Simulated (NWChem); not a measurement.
# GeF2 (SMILES [F][Ge][F]) at 6 levels

We compute a comparison of 6 runs (M06-2X/def2-TZVPP, B2PLYP/def2-TZVPP, B3LYP/def2-TZVPP, BHLYP/def2-TZVPP, M06-L/def2-TZVPP, TPSS/def2-TZVPP) of GeF2. 

The calculation is run with NWChem 7.3.0.

### 1 The system as given

GeF2 has 3 atoms, charge 0, and is taken as a singlet. As SMILES, `[F][Ge][F]`. One bond was lengthened or shortened from a relaxed shape.

Bond lengths: F1–Ge2 2.007 Å, Ge2–F3 1.745 Å. Angles: F1–Ge2–F3 97.2°.

### 2 A single-point energy at M06-2X/def2-TZVPP (run 1)

run.py

```python
from ase import Atoms
from ase.calculators.nwchem import NWChem

system = Atoms(['F', 'Ge', 'F'], positions=[
    [-0.872912, -1.222792, -0.620157],
    [0.637500, -0.295200, 0.320200],
    [0.027600, 1.332100, 0.164100],
])

calc = NWChem(
    label='nw',
    theory='dft',
    memory='2200 mb',
    basis='def2-TZVPP',
    basispar='spherical bse',
    dft={'xc': 'm06-2x', 'mult': '1', 'grid': 'fine', 'convergence': 'energy 1e-08', 'iterations': '100', 'mulliken': None, 'print': 'low'},
    task='energy',
)
system.calc = calc

e = system.get_potential_energy()
print(f"E = {e:.6f} eV")
```

On the command line:

```console
$ export ASE_NWCHEM_COMMAND="nwchem PREFIX.nwi > PREFIX.nwo"
$ python run.py
```

Standard output:

```text
E = -61954.315935 eV
```

The calculator wrote nw.nwi:

```
title "nw"

permanent_dir nw

scratch_dir nw

start nw

geometry units angstrom nocenter noautosym noautoz
  F  -8.7291200000000002e-01 -1.2227920000000001e+00 -6.2015699999999996e-01
  Ge 6.3749999999999996e-01 -2.9520000000000002e-01 3.2019999999999998e-01
  F  2.7600000000000000e-02 1.3321000000000001e+00 1.6410000000000000e-01
end

memory 2200 mb

basis spherical bse noprint
   * library def2-TZVPP
end

dft
  xc m06-2x
  mult 1
  grid fine
  convergence energy 1e-08
  iterations 100
  mulliken
  print low
end

task dft energy
```

nw.nwo:

```text
Northwest Computational Chemistry Package (NWChem) 7.3.0
             --------------------------------------------------------

           Job information
           ---------------

    nwchem branch   = 7.3.0
    use scalapack   = T
    input           = nw.nwi
    prefix          = nw.
    data base       = nw/nw.db
    status          = startup
    nproc           =        1

           Memory information
           ------------------

    heap     =     72089594 doubles =      550.0 Mbytes
    stack    =     72089599 doubles =      550.0 Mbytes
    global   =    144179200 doubles =     1100.0 Mbytes (distinct from heap & stack)
    total    =    288358393 doubles =     2200.0 Mbytes
    verify   = yes
    hardfail = no

[... 34 lines left out ...]
            Nuclear Dipole moment (a.u.)
[... 46 lines left out ...]
   convergence    iter        energy       DeltaE   RMS-Dens  Diis-err    time
[... 14 lines left out ...]
         Total DFT energy =    -2276.779135001991
      One electron energy =    -3529.307666419132
           Coulomb energy =     1173.993633319468
    Exchange-Corr. energy =      -99.963764441552
 Nuclear repulsion energy =      178.498662539225
[... 15 lines left out ...]
     -------------------------------------------
      Total Density - Lowdin Population Analysis
     -------------------------------------------

    Atom       Charge   Shell Charges
 -----------   ------   -------------------------------------------------------
    1 F    9     9.38   0.86  1.10  0.62  0.79  0.47  2.10  2.20  1.24  0.00  0.01  0.00
    2 Ge  32    31.43   2.00  2.00  1.13  0.85  0.83  0.84  5.92  3.93  2.06  0.73  0.46  8.59  1.19  0.37  0.35  0.19
    3 F    9     9.19   0.86  1.10  0.61  0.75  0.43  2.12  2.18  1.12  0.00  0.01  0.00

 Task  times  cpu:       25.7s     wall:       25.7s
 Total times  cpu:       25.7s     wall:       25.7s
```

Run time: 27 s. Hardware: 1 thread of Intel Xeon Platinum 8559C (Emerald Rapids), shared host; peak memory 0.11 GiB.

### 3 The energy at B2PLYP/def2-TZVPP (run 2)

f2ge.nw

```
start f2ge
title "F2Ge"
memory stack 880 mb heap 220 mb global 1100 mb
charge 0

geometry noautosym nocenter noautoz
 F     -0.872912    -1.222792    -0.620157
 Ge     0.637500    -0.295200     0.320200
 F      0.027600     1.332100     0.164100
end

basis "ao basis" spherical bse
 * library def2-TZVPP
end

dft
 xc hfexch 0.53 becke88 0.47 lyp 0.73 mp2 0.27
 dftmp2 semidirect
 grid fine
 convergence energy 1e-08
 maxiter 100
 mulliken
 print low
end

mp2
 freeze core 11
end

task dft energy
```

On the command line:

```console
$ nwchem f2ge.nw > f2ge.out
```

Standard output:

```text
[...]
 d= 0,ls=0.0,diis     1  -2276.0083597577 -2.45D+03  1.08D-02  1.11D+00     3.1
[...]
 d= 0,ls=0.0,diis    11  -2276.1362215013 -6.53D-09  1.63D-07  9.33D-10    23.6
         Total DFT energy =    -2276.136221501344
      One electron energy =    -3529.426191805000
           Coulomb energy =     1174.125661071419
    Exchange-Corr. energy =      -99.334353306988
 Nuclear repulsion energy =      178.498662539225
[...]
      Total Density - Mulliken Population Analysis
     ---------------------------------------------
    Atom       Charge   Shell Charges
 -----------   ------   -------------------------------------------------------
    1 F    9     9.55   0.77  1.20  0.62  0.97  0.41  2.24  2.14  1.21  0.00  0.00  0.00
    2 Ge  32    31.05   2.00  2.00  1.18  0.77  1.14  0.79  5.98  4.41  1.58  0.68  0.25  8.89  1.09  0.10  0.11  0.06
    3 F    9     9.40   0.77  1.20  0.61  0.99  0.36  2.26  2.17  1.04  0.00  0.01  0.00
[...]
  Basis functions       =    110
[...]
```

Wall time 30 s (1 thread of Intel Xeon Platinum 8559C (Emerald Rapids), shared host); peak memory 0.38 GiB.

Runs 3 to 5 aren't shown in full; the table further down has their settings and results.

### 4 A single-point energy at TPSS/def2-TZVPP (run 6)

struct.nw

```
start struct
memory stack 880 mb heap 220 mb global 1100 mb
charge 0
geometry units angstroms noautosym nocenter noautoz
   F     -0.872912    -1.222792    -0.620157
   Ge     0.637500    -0.295200     0.320200
   F      0.027600     1.332100     0.164100
end
basis spherical bse
   F library def2-TZVPP
   Ge library def2-TZVPP
end
dft
   xc xtpss03 ctpss03
   grid fine
   convergence energy 1e-08
   maxiter 100
   mulliken
   print medium
end
task dft energy
```

On the command line:

```console
$ nwchem struct.nw > struct.out
```

Standard output:

```text
[...]
          Wavefunction type:  closed shell.
          No. of atoms     :     3
          No. of electrons :    50
[...]
          Charge           :     0
          Spin multiplicity:     1
[...]
          AO basis - number of functions:   110
[...]
              XC Information
              --------------
                  TPSS metaGGA Exchange Functional  1.000
             TPSS03 metaGGA Correlation Functional  1.000
[...]
 d= 0,ls=0.0,diis     1  -2276.6534254985 -2.46D+03  2.41D-02  1.51D+00     3.2
[...]
 d= 0,ls=0.0,diis    13  -2276.8279433415 -5.18D-10  4.70D-08  7.02D-11    29.1
         Total DFT energy =    -2276.827943341532
      One electron energy =    -3528.743902791855
           Coulomb energy =     1173.321686044558
    Exchange-Corr. energy =      -99.904389133460
 Nuclear repulsion energy =      178.498662539225
[...]
      Total Density - Mulliken Population Analysis
     ---------------------------------------------
    Atom       Charge   Shell Charges
 -----------   ------   -------------------------------------------------------
    1 F    9     9.47   0.77  1.20  0.63  0.96  0.41  2.25  2.06  1.19  0.00  0.00  0.00
    2 Ge  32    31.21   2.00  2.00  1.19  0.77  1.20  0.76  5.98  4.42  1.57  0.78  0.29  8.84  1.09  0.16  0.11  0.06
    3 F    9     9.32   0.77  1.20  0.62  0.98  0.36  2.26  2.09  1.03  0.00  0.01  0.00
[...]
```

It took 30 s on 1 thread of Intel Xeon Platinum 8559C (Emerald Rapids), shared host; peak memory 0.11 GiB.

### 5 The series

```csv
run,level,frozen core orbitals,energy (Eh),wall time
1,M06-2X/def2-TZVPP,–,-2276.779135,27 s
2,B2PLYP/def2-TZVPP,11,-2276.376042,30 s
3,B3LYP/def2-TZVPP,–,-2276.893331,24 s
4,BHLYP/def2-TZVPP,–,-2276.746525,25 s
5,M06-L/def2-TZVPP,–,-2276.753839,31 s
6,TPSS/def2-TZVPP,–,-2276.827943,30 s
```

### 6 Summary of results

```
            quantity           value
 run 6: total energy  -2276.82794 Eh
run 6: dipole moment          3.42 D
  run 6: HOMO energy        -7.94 eV
  run 6: LUMO energy        -3.79 eV
run 6: HOMO–LUMO gap         4.14 eV
```

Over runs 3, 4, 5, 6 the dipole moment (its size) runs from 3.42 D (TPSS/def2-TZVPP) to 4.02 D (BHLYP/def2-TZVPP). Over runs 4, 5, 6 the HOMO–LUMO gap runs from 4.14 eV (TPSS/def2-TZVPP) to 8.21 eV (BHLYP/def2-TZVPP). Totals of different functionals can't be ranked against each other. All runs together took 2.8 min, the longest 31 s.
